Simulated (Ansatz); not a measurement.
# Ta: a tetragonal deformation path

One table from this session's results is given with a row withheld; the runs are named, their logs left out.

Method: DFT r2SCAN, scalar-relativistic, plane waves, PAW, in Ansatz 0.2.0.

## The structure to begin with

Symmetry: Fm-3m, No. 225, cubic system. The conventional cell has a = 4.220 Å, b = 4.220 Å, c = 4.220 Å, α = 90.00°, β = 90.00°, γ = 90.00°. Ta (site symmetry m-3m) has 12 Ta at 2.98 Å as nearest neighbours.

Coordinates:

```
Ta
1.0
     0.00000    2.11000    2.11000
     2.11000    0.00000    2.11000
     2.11000    2.11000    0.00000
Ta
1
Direct
  0.00000 0.00000 0.00000
```

No relaxation comes first: the listed cell is the starting point.

## The reference cell

Reference values: F = -9944.0810 eV; pressure -1.66 GPa; largest force 0.000 eV/Å; gap on the mesh none (metal). It was computed beforehand with the settings of the runs below.

The first run:

At fixed volume and fractional coordinates, lengths along (0.000, 0.000, 1.000) are scaled against those across it; ρ is that ratio over its starting value.

The input, input.yaml:

```yaml
crystal:
  lattice:
    - [0.0, 2.3685141521, 1.6745395056]
    - [2.3685141521, 0.0, 1.6745395056]
    - [2.3685141521, 2.3685141521, 0.0]
  atoms:
    - { symbol: Ta, position: [0.0, 0.0, 0.0] }
basis:
  ecutwfc: 500
kpoints:
  mp_grid: { grid: [22, 22, 22] }
hamiltonian:
  xc: r2scan
scf:
  occupations: { method: gaussian, width: 0.15 }
output:
  forces: true
  stress: true
  eigenvalues: true
```

On the command line:

```sh
> ansatz run input.yaml --threads 1 --pin off --max-ram 2560MiB --backend cpu --events-out ev --progress --plain --runs-dir out
```

Among the steps run: Point ρ = 0.707; ρ = 1.414; At ρ = 0.850; Point ρ = 1.200; Point ρ = 0.780; At ρ = 1.300; ρ = 0.920; Point ρ = 1.100; ρ = 0.650; ρ = 1.500; ρ = 0.960; Point ρ = 1.050.

One table of the session follows, with a row left open; its other results are not shown here.

It belongs to the step «The scan collected». Collected from the runs (energy zero: the undisturbed cell):

```
    ρ  ΔE (meV/atom)  pressure (GPa)
0.650         -203.9            -6.8
0.707         -227.5            -7.4
0.780         -193.4            -6.7
0.850         -118.3            -4.8
0.920          -37.0            -2.8
0.960           -8.0            -2.0
1.000            0.0            -1.7
1.050              ?               ?
1.100          -34.6            -2.9
1.200          -74.9            -4.1
1.300          -42.4            -3.8
1.414          104.5            -1.5
1.500          279.3             1.6
```

Estimate the missing values for ρ = 1.050.

Worked estimate for «ΔE (meV/atom)». A straight line through the neighbours (1.000, 0.0) and (1.100, -34.6) gives 0.0 + (-34.6 − 0.0) × (1.050 − 1.000) / (1.100 − 1.000) = -17.3; a parabola fitted to 4 rows on both sides gives -16.1.

**Answer.** ΔE (meV/atom): -9.5; pressure (GPa): -2.1. In «ΔE (meV/atom)» the line misses by -7.8 and the parabola by -6.6.
